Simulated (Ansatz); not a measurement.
# Ruthenium, beta-Sn type under LDA: ground state and equation of state

Aim: take ruthenium in the beta-Sn type structure, relax it, solve it on a dense k-mesh, switch on spin-orbit coupling, then scale the cell to 7 volumes from 88 to 112 % of the relaxed one and try a fit of the equation of state. The k-meshes are 14×14×10 for the relaxation; 28×28×19 for the dense run; 17×17×12 for spin-orbit coupling; 19×19×13 for the volumes.

Method: DFT LDA (PW92), plane waves (420 eV) with PAW, scalar-relativistic; PAW files made under PBE, frozen cores solved again for the functional, in Ansatz 0.2.0.

### Step 1. The structure to begin with

It takes space group I4_1/amd (No. 141, tetragonal). The conventional cell has a = 4.707 Å, b = 4.707 Å, c = 2.570 Å, α = 90.00°, β = 90.00°, γ = 90.00°. Ru (site symmetry -4m2) has 6 Ru at 2.44 to 2.57 Å as nearest neighbours.

Structure file:

```
Ru
1.0
    -2.35335    2.35335    1.28493
     2.35335   -2.35335    1.28493
     2.35335    2.35335   -1.28493
Ru
2
Direct
  0.00000 0.00000 0.00000
  0.75000 0.25000 0.50000
```

### Step 2. Relaxing cell and atoms

The input, input.yaml:

```yaml
crystal:
  lattice:
    - [-2.3533498774, 2.3533498774, 1.2849290331]
    - [2.3533498774, -2.3533498774, 1.2849290331]
    - [2.3533498774, 2.3533498774, -1.2849290331]
  atoms:
    - { symbol: Ru, position: [0.0, 0.0, 0.0] }
    - { symbol: Ru, position: [0.75, 0.25, 0.5] }
hamiltonian:
  xc: lda
  pseudopotentials:
    kind: paw
    azcp:
      Ru: "pseudopotentials/Ru.paw.azcp"
basis:
  ecutwfc: 420
  fft_grid_basis: typed
kpoints:
  mp_grid: { grid: [14, 14, 10], shift: [0, 0, 0] }
magnetization:
  spin_polarized: false
scf:
  occupations: { method: fermi_dirac, width: 0.1 }
relax:
  max_steps: 60
  f_tol: 0.01
  cell: {}
```

After this run come: Dense single point; With spin-orbit coupling; The cell scaled to 88 % of its volume; The cell scaled to 92 % of its volume; The cell scaled to 96 % of its volume; The cell scaled to 100 % of its volume; The cell scaled to 104 % of its volume; The cell scaled to 108 % of its volume; The cell scaled to 112 % of its volume.

**Question.** What will these runs give? Wanted: space group; conventional cell; volume; shortest distance; gap on the mesh; relative to hcp; V₀, B₀, B₀′.

As calculated:

```
                      quantity                                  value
space group (spins left aside)                          Cmcm (No. 63)
             conventional cell  a = 2.675 Å, b = 7.879 Å, c = 2.659 Å
                        volume                         14.008 Å³/atom
             shortest distance                                2.522 Å
               gap on the mesh           none (levels filled in part)
               relative to hcp                          +361 meV/atom
                   V₀, B₀, B₀′           13.998 Å³/atom, 325 GPa, 4.7
```

In words: From the guessed start the volume shrank by 1.6 % in 19 steps. What began as beta-Sn type has relaxed into Cmcm. What follows belongs to that structure, not to the type named at the start. The mesh has less symmetry than the lattice, which may have let the distortion in. Against the reference form of ruthenium (hcp, computed apart with the same settings) it stands 361 meV/atom higher, so it is far from stable. Levels at the Fermi energy are filled in part, as in a metal. Totals with and without spin-orbit coupling (-1.5 eV/atom apart) can't be read as binding, since the two-component data shift the zero of energy. The fitted modulus is 325 GPa, among the stiffest elements; letting shape and positions relax at each volume could only lower it.
